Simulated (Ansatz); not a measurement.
What does this script print? It uses Ansatz's Python interface.

`mnv3_edit.py`:
```python
'''Editing single keys of the input for MnV3.'''

import warnings

import ansatz as az

warnings.simplefilter('ignore', az.DeckWarning)

lattice = az.Lattice.of(
    (0.0, 2.912157, 2.912157),
    (2.912157, 0.0, 2.912157),
    (2.912157, 2.912157, 0.0),
)
sites = [
    ('Mn', (0.5, 0.5, 0.5), 4),
    ('V', (0.75, 0.75, 0.75), -1.5),
    ('V', (0.25, 0.25, 0.25), 1.5),
    ('V', (0.0, 0.0, 0.0), -1.5),
]
structure = az.Crystal(lattice=lattice)
for symbol, position, moment in sites:
    structure = structure.atom(symbol, position, moment=moment or None)

calc = structure.calculation()
calc = calc.functional('lda')
calc = calc.basis(41 * az.Ry)
calc = calc.kpoints(density=3.4)
calc = calc.occupations('Fermi-Dirac', width=0.15)
calc = calc.spin('collinear').band_table()
typed = calc.input()
rows = []
for value in [4, 6, 9]:
    edited = typed.set(az.key.basis.ecutrho_ratio, value)
    r = az.Session.from_dict(edited).plan().execute().report
    rows.append((value, r['free_energy_ev'], r['n_iterations'], len(r['eigenvalues_ev'][0]) if 'eigenvalues_ev' in r else 0))
print(' density ratio            F eV      iterations    bands listed')
for row in rows:
    print(f'{str(row[0]):>14s}  {row[1]:14.5f}  {row[2]:14d}  {row[3]:14d}')
```

Output of `python mnv3_edit.py`:
```text
RunWarning: the starting moments were not kept: the SCF closed with an absolute magnetisation of 1.0e-5 μB, where they sum to 8.5 μB in size (4 sites). That is at most 0.1 of that sum. Measured as dr2_m measures the in/out step, that magnetisation stands [...]
 density ratio            F eV      iterations    bands listed
             4    -12423.44161              14              39
             6    -12423.44161              14              39
             9    -12423.44161              14              39
```
(Warnings from the package without file and line, shortened, repeats left out.)

Absolute energies stand on the zero of these potentials, so only differences at equal settings mean something. A total without «per atom» is that of the cell as typed. The SCF didn't keep the moments it started from (some shrank, vanished or turned); what is printed is the state reached. For a metal this k-point mesh is coarse: on a finer one energies can move by several to tens of meV an atom and pressures by half a GPa or more, differences at one mesh by less. A Fermi-Dirac width this large means warm electrons, whose thermal share enters the free energy. This cell is a computed structure, which may not be the phase found in nature. The script silences the warnings on its input, which a real study should read. The whole script took 5.3 min on 1 thread of Arm Neoverse N1, with other jobs on the host, peak memory 0.56 GiB.
